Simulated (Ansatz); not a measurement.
# CaI (P-6m2) in Ansatz: convergence with n extra bands

Aim: find how far n extra bands must go before the results for CaI settle, at PBE. This setting moves, with any that are tied to it; all else stays.

All numbers are computed with Ansatz 0.2.0; they aren't measurements. Logs are shortened: lines on timing, memory, paths and dates and some standing lists are left out, and cuts for length are marked.

## Step 1: Starting point

It takes space group P-6m2 (No. 187, hexagonal). The conventional cell has a = 4.147 Å, b = 4.147 Å, c = 4.576 Å, α = 90.00°, β = 90.00°, γ = 120.00°. I (site symmetry -6m2) has 6 Ca at 3.31 Å as nearest neighbours. Around Ca (site symmetry -6m2) lie 6 I at 3.31 Å.

The cell comes from a database or a generator and needn't be the stable form of this composition.

## Step 2: With n extra bands 1

input.yaml reads:

```yaml
crystal:
  lattice:
    - [4.1468204634, 0.0, 0.0]
    - [-2.0734102317, 3.5912518662, 0.0]
    - [0.0, 0.0, 4.576229]
  atoms:
    - { symbol: I, position: [0.6666666667, 0.3333333333, 0.0] }
    - { symbol: Ca, position: [0.0, 0.0, 0.5] }
hamiltonian:
  xc: pbe
  pseudopotentials: { kind: nc_fr, accuracy: standard }
magnetization:
  noncollinear: true
  spin_orbit: true
kpoints:
  mp_grid: { grid: [6, 6, 5] }
scf:
  occupations: { method: fermi_dirac, width: 0.1 }
  n_extra_bands: 1
output:
  forces: true
  stress: true
  eigenvalues: true
```

Potentials or basis: PseudoDojo standard (PBE files).

The run is started by

```sh
$ ansatz run input.yaml --threads 2 --pin off --max-ram 5632MiB --backend cpu --events-out ev --progress --plain --runs-dir out
```

It took 5.8 s on 2 threads of AMD EPYC 9R45 (Zen 5), shared host; peak memory 0.68 GiB.

What came out:

```yaml
Free_energy: -1407.6102 eV
Pressure: 0.0 GPa
Band_gap_on_the_k_mesh: none (metal or under the smearing width)
```

## Step 3: With n extra bands 2

input.yaml: that of step 2 with these lines changed.

```diff
@@ -18,3 +18,3 @@
   occupations: { method: fermi_dirac, width: 0.1 }
-  n_extra_bands: 1
+  n_extra_bands: 2
 output:
```

Potentials or basis: PseudoDojo standard (PBE files).

The run is started by

```sh
$ ansatz run input.yaml --threads 2 --pin off --max-ram 5632MiB --backend cpu --events-out ev --progress --plain --runs-dir out
```

Run time: 6.2 s. Hardware: 2 threads of AMD EPYC 9R45 (Zen 5), shared host; peak memory 0.68 GiB.

Results:

- Free energy: -1407.6102 eV
- Pressure: 0.0 GPa
- Band gap on the k mesh: none (metal or under the smearing width)

## Step 4: With n extra bands 4

input.yaml: that of step 3 with these lines changed.

```diff
@@ -18,3 +18,3 @@
   occupations: { method: fermi_dirac, width: 0.1 }
-  n_extra_bands: 2
+  n_extra_bands: 4
 output:
```

The run is started by

```sh
$ ansatz run input.yaml --threads 2 --pin off --max-ram 5632MiB --backend cpu --events-out ev --progress --plain --runs-dir out
```

Run time: 4.8 s. Hardware: 2 threads of AMD EPYC 9R45 (Zen 5), shared host; peak memory 0.68 GiB.

What came out:

| Item | Value |
| --- | --- |
| Free energy | -1407.6102 eV |
| Pressure | 0.0 GPa |
| Band gap on the k mesh | none (metal or under the smearing width) |

## Step 5: With n extra bands 8

input.yaml: that of step 4 with these lines changed.

```diff
@@ -18,3 +18,3 @@
   occupations: { method: fermi_dirac, width: 0.1 }
-  n_extra_bands: 4
+  n_extra_bands: 8
 output:
```

The run is started by

```sh
$ ansatz run input.yaml --threads 2 --pin off --max-ram 5632MiB --backend cpu --events-out ev --progress --plain --runs-dir out
```

It took 5.1 s on 2 threads of AMD EPYC 9R45 (Zen 5), shared host; peak memory 0.71 GiB.

It converged, with:

```
Free energy            : -1407.6102 eV
Pressure               : 0.0 GPa
Band gap on the k mesh : none (metal or under the smearing width)
```

## Step 6: With n extra bands 16

input.yaml: that of step 5 with these lines changed.

```diff
@@ -18,3 +18,3 @@
   occupations: { method: fermi_dirac, width: 0.1 }
-  n_extra_bands: 8
+  n_extra_bands: 16
 output:
```

Potentials or basis: PseudoDojo standard (PBE files).

The run is started by

```sh
$ ansatz run input.yaml --threads 2 --pin off --max-ram 5632MiB --backend cpu --events-out ev --progress --plain --runs-dir out
```

Run time: 5.8 s. Hardware: 2 threads of AMD EPYC 9R45 (Zen 5), shared host; peak memory 0.75 GiB.

It converged, with:

| Quantity | Value |
| --- | --- |
| Free energy | -1407.6102 eV |
| Pressure | 0.0 GPa |
| Band gap on the k mesh | none (metal or under the smearing width) |

## Step 7: With n extra bands 32

input.yaml: that of step 6 with these lines changed.

```diff
@@ -18,3 +18,3 @@
   occupations: { method: fermi_dirac, width: 0.1 }
-  n_extra_bands: 16
+  n_extra_bands: 32
 output:
```

Potentials or basis: PseudoDojo standard (PBE files).

The run is started by

```sh
$ ansatz run input.yaml --threads 2 --pin off --max-ram 5632MiB --backend cpu --events-out ev --progress --plain --runs-dir out
```

Log:

```text
Warning: RAYON_NUM_THREADS=2 ignored (pool sized by the plan → 2); use --threads N
scf.n_extra_bands = 32 over 17 filled bands (N_el = 17.0): the run solves 49 bands
Engine: ansatz 0.2.0, x86_64-unknown-linux-gnu
Pseudopotentials: kind: nc_fr
Pseudopotential: I, nc_fr, valence charge 7, recommended cutoff 952.398519 eV (normal), I.nc_fr.azcp (PseudoDojo's, or run here from an input of PseudoDojo's; its table is named by hamiltonian.pseudopotentials.accuracy)
Pseudopotential: Ca, nc_fr, valence charge 10, recommended cutoff 925.187132 eV (normal), Ca.nc_fr.azcp (PseudoDojo's, or run here from an input of PseudoDojo's; its table is named by hamiltonian.pseudopotentials.accuracy)
Functional definition: PBE
  parameter kappa = 0.804
  parameter beta = 0.06672455060314922
  exchange = pbe_x(kappa = kappa, mu = beta*pi^2/3)
  correlation = pbe_c(beta = beta)
non-collinear run that drives no moment, with spin-orbit: no starting moment large enough to seed its density (crystal.atoms[].spin), no starting occupations that ask for one, no magnetisation constraint and no magnetic field, so the semilocal B_xc is pinned to zero
Crystal: 2 atoms, lattice volume = 68.150 Å³
Basis set: ecut = 952.398519 eV, 4595 PW (Γ), exchange–correlation on 90×90×96 points (8 copies of the dense FFT grid, shifted against one another)
Bands: 49, of which v1, the nominal top of the filled ones, is band 17 counted from 1 (16 counted from 0)
Symmetry: 12 space group operations + 12 with time reversal
[... 28 lines left out ...]
Fermi energy:    7.729493 eV
--- Per-component energies (eV) ---
  E_band       = -154.227404
  E_kinetic    = 449.275990
  E_local      = -1048.213767  (includes V_loc(G=0)·N_el)
  E_nonlocal   = 141.039259
  E_hartree    = 290.321143
  E_xc         = -308.769208
  E_vxc        = -276.966160  (∫ρ·V_xc dr)
  E_ewald      = -931.194053
  E_smearing   = -0.069553  (= −TS)
  E_closure    = -0.000000  (closes the sum)
  Σ components = -1407.610189   (vs F -1407.610189, Δ=0.00e0)
--- Forces (eV/Å), atoms counted from 1 ---
  atom   1  I      0.00000000     0.00000000     0.00000000
  atom   2  Ca     0.00000000     0.00000000     0.00000000
  max |Σ_I F_I| component: 0.00e0 eV/Å
--- Stress (GPa, compression-positive) ---
       -0.140395       0.000000       0.000000
        0.000000      -0.140395       0.000000
        0.000000       0.000000       0.205178
  P = ⅓ Tr σ = -0.0252 GPa (-0.252 kbar)
--- Band table (eV; the first three rows and the last of 21) ---
  k-point 0: bands = ["-34.7207", "-34.7207", "-15.9710", "-15.9710", "-15.6127", "-15.6127", "-15.5569", "-15.5569", "-7.3776", "-7.3776", "2.6855", "2.6855", "3.9182", "3.9182", "4.4218", "4.4218", "6.2835", "6.2835", "8.3654", "8.3654", "9.9413", "9.9413", "9.9964", "9.9964", "10.1705", "10.1705", "10.1807", "10.1807", "12.7166", "12.7166", "13.1413", "13.1413", "13.1662", "13.1662", "15.5490", "15.5490", "16.6407", "16.6407", "16.6855", "16.6855", "16.7912", "16.7912", "19.2331", "19.2331", "20.1829", "20.1829", "20.2685", "20.2685", "22.1233"]
  k-point 1: bands = ["-34.7205", "-34.7205", "-15.9751", "-15.9751", "-15.6183", "-15.6183", "-15.5563", "-15.5563", "-7.3051", "-7.3051", "2.0215", "2.0215", "3.8190", "3.8190", "4.4648", "4.4650", "7.4292", "7.4292", "8.7108", "8.7108", "9.4638", "9.4638", "9.4701", "9.4706", "10.3788", "10.3788", "10.4235", "10.4378", "12.9224", "12.9224", "13.3933", "13.4329", "13.4405", "13.4405", "14.3724", "14.3724", "16.3946", "16.3946", "16.9734", "16.9734", "16.9879", "17.0167", "19.2822", "19.2822", "19.3376", "19.3396", "20.1687", "20.1687", "21.4891"]
  k-point 2: bands = ["-34.7202", "-34.7202", "-15.9821", "-15.9821", "-15.6270", "-15.6270", "-15.5553", "-15.5553", "-7.1824", "-7.1824", "1.2137", "1.2137", "3.8253", "3.8253", "4.5359", "4.5361", "8.9115", "8.9115", "9.2244", "9.2254", "9.2306", "9.2306", "9.6560", "9.6560", "10.0242", "10.0242", "10.0552", "10.0589", "11.8427", "11.8427", "14.6628", "14.6949", "14.6949", "14.7018", "15.0100", "15.0100", "15.5248", "15.5248", "16.5004", "16.5004", "16.5080", "16.5499", "18.1281", "18.1281", "18.1441", "18.1491", "18.2164", "18.2164", "21.2659"]
  k-point 20: bands = ["-34.7154", "-34.7154", "-15.9977", "-15.9943", "-15.6350", "-15.6323", "-15.6039", "-15.5977", "-6.7809", "-6.7807", "1.6940", "1.7820", "2.4369", "2.5211", "2.5593", "2.5894", "7.8243", "7.8309", "9.3532", "9.3780", "10.1791", "10.1838", "10.6033", "10.6141", "10.7432", "10.8552", "11.0091", "11.0118", "11.7120", "11.7541", "13.2736", "13.4925", "13.5448", "13.6792", "14.3698", "14.3942", "16.8023", "16.8065", "19.1105", "19.1432", "19.8588", "19.9525", "20.0484", "20.0487", "20.1304", "20.1464", "20.7117", "20.7215", "20.8255"]
```

It took 7.5 s on 2 threads of AMD EPYC 9R45 (Zen 5), shared host; peak memory 0.85 GiB.

Results:

| Item | Value |
| --- | --- |
| Free energy | -1407.6102 eV |
| Pressure | 0.0 GPa |
| Band gap on the k mesh | none (metal or under the smearing width) |

## Step 8: Summary

```
n extra bands  energy less the tightest run, at zero smearing (meV/atom)  SCF cycles  CPU time (s)  peak memory (GiB)
            1                                                      -0.01           8            11               0.68
            2                                                       0.00           8            12               0.68
            4                                                       0.00           8           9.5               0.68
            8                                                       0.00           8            10               0.71
           16                                                       0.00           8            11               0.75
           32                                                       0.00           8            15               0.85
```

Against the tightest run, the energy stays within 1 meV/atom from 1 on. The tightest run that finished is the yardstick and may itself not be fully converged.
